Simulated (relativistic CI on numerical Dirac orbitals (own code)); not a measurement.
# F²⁺: one ion under different settings

Aim: see what numerical and physical settings do to the SCF, the total energy and the lowest levels of F²⁺.

Method: Dirac-Coulomb-Breit CI, KLI orbitals optimised for each configuration, model QED (radiative potential, 1s self-energy scaled to tabulated hydrogen-like ionisation energies), numerical settings as typed. Code: relativistic CI on numerical Dirac orbitals (own code) version 3.

### Step 1. Starting point

```
ion            : F²⁺ (F III)
nuclear charge : 9
electrons      : 7
isotope        : A = 19
```

### Step 2. Usual settings

The run's settings:

```ini
atom F  Z=9  charge=2  electrons=7
nucleus A=19  rms_radius_fm=2.8976
hamiltonian dirac-coulomb  breit=on  qed=on  c_scale=1
orbitals kli  potential=per-configuration
slater_scale 1
correlation none
mixing on
grid step=0.0125 r_max=24.9
scf mixing=0.4 start=green max_iterations=150 tolerance=2e-08 node_fill=0.05
configurations
  [He] 2s2 2p3
  [He] 2s 2p4
  [He] 2p5
end
```

Started as:

```bash
python run_levels.py task.json out
```

task.json lists these runs, among others, and the program works through them in turn.

### Step 3. Speed-of-light factor 10, nuclear radius 2.6078

Settings: those of step 2 with these lines changed.

```diff
@@ -1,4 +1,4 @@
 atom F  Z=9  charge=2  electrons=7
-nucleus A=19  rms_radius_fm=2.8976
-hamiltonian dirac-coulomb  breit=on  qed=on  c_scale=1
+nucleus A=19  rms_radius_fm=2.6078
+hamiltonian dirac-coulomb  breit=on  qed=on  c_scale=10
 orbitals kli  potential=per-configuration
```

### Step 4. Grid step 0.03, node fill 0.2

The run's settings:

```ini
atom F  Z=9  charge=2  electrons=7
nucleus A=19  rms_radius_fm=2.8976
hamiltonian dirac-coulomb  breit=on  qed=on  c_scale=1
orbitals kli  potential=per-configuration
slater_scale 1
correlation none
mixing on
grid step=0.03 r_max=24.9
scf mixing=0.4 start=green max_iterations=150 tolerance=2e-08 node_fill=0.2
configurations
  [He] 2s2 2p3
  [He] 2s 2p4
  [He] 2p5
end
```

### Step 5. Node fill 0.01, speed-of-light factor 2, potential mixing 0.2

The run's settings:

```ini
atom F  Z=9  charge=2  electrons=7
nucleus A=19  rms_radius_fm=2.8976
hamiltonian dirac-coulomb  breit=on  qed=on  c_scale=2
orbitals kli  potential=per-configuration
slater_scale 1
correlation none
mixing on
grid step=0.0125 r_max=24.9
scf mixing=0.2 start=green max_iterations=150 tolerance=2e-08 node_fill=0.01
configurations
  [He] 2s2 2p3
  [He] 2s 2p4
  [He] 2p5
end
```

### Step 6. Start potential previous

The run's settings:

```ini
atom F  Z=9  charge=2  electrons=7
nucleus A=19  rms_radius_fm=2.8976
hamiltonian dirac-coulomb  breit=on  qed=on  c_scale=1
orbitals kli  potential=per-configuration
slater_scale 1
correlation none
mixing on
grid step=0.0125 r_max=24.9
scf mixing=0.4 start=previous max_iterations=150 tolerance=2e-08 node_fill=0.05
configurations
  [He] 2s2 2p3
  [He] 2s 2p4
  [He] 2p5
end
```

### Step 7. Grid step 0.15

Settings: those of step 6 with these lines changed.

```diff
@@ -7,4 +7,4 @@
 mixing on
-grid step=0.0125 r_max=24.9
-scf mixing=0.4 start=previous max_iterations=150 tolerance=2e-08 node_fill=0.05
+grid step=0.15 r_max=24.9
+scf mixing=0.4 start=green max_iterations=72 tolerance=2e-08 node_fill=0.05
 configurations
```

### Step 8. Node fill 50

Settings: those of step 7 with these lines changed.

```diff
@@ -7,4 +7,4 @@
 mixing on
-grid step=0.15 r_max=24.9
-scf mixing=0.4 start=green max_iterations=72 tolerance=2e-08 node_fill=0.05
+grid step=0.0125 r_max=24.9
+scf mixing=0.4 start=green max_iterations=83 tolerance=2e-08 node_fill=50
 configurations
```

(Steps that only read results are left out.)

**Question.** What will these runs give? Wanted: lowest level, usual settings; total energy; first excitation.

The runs gave:

| setting | total energy less usual (Ha) | largest shift of a level among the lowest eight of both runs, same label and place (cm⁻¹) | SCF iterations | time | lowest level | kind of change |
| --- | --- | --- | --- | --- | --- | --- |
| usual | 0 | 0 | 31 | 0.043 s | 2p3 4S°3/2 | - |
| speed-of-light factor 10, nuclear radius 2.6078 | 0.0807 | 1110 | 31 | 0.042 s | 2p3 4S°3/2 | unphysical constant |
| grid step 0.03, node fill 0.2 | 0.00101 | 214 | 29 | 0.025 s | 2p3 4S°3/2 | numerical |
| node fill 0.01, speed-of-light factor 2, potential mixing 0.2 | 0.0611 | 826 | 33 | 0.042 s | 2p3 4S°3/2 | unphysical constant |
| start potential previous | 0 | 0 | 26 | 0.041 s | 2p3 4S°3/2 | numerical |
| grid step 0.15 | 4.02e-05 | 17.4 | 30 | 0.016 s | 2p3 4S°3/2 | unsound |
| node fill 50 | 0.0652 | 5910 | 32 | 0.044 s | 2p3 4S°3/2 | unsound |

```
                    quantity        value
lowest level, usual settings   2p3 4S°3/2
                total energy  -97.6795 Ha
            first excitation   37341 cm⁻¹
```

**Reading.** Among the runs whose levels can be followed, they move most under «node fill 50» (unsound), by up to 5910 cm⁻¹. No visible change in the result comes from «start potential previous». Only the listed configurations are in the model. Near neutrality, missing correlation can shift configurations against each other by thousands of cm⁻¹.
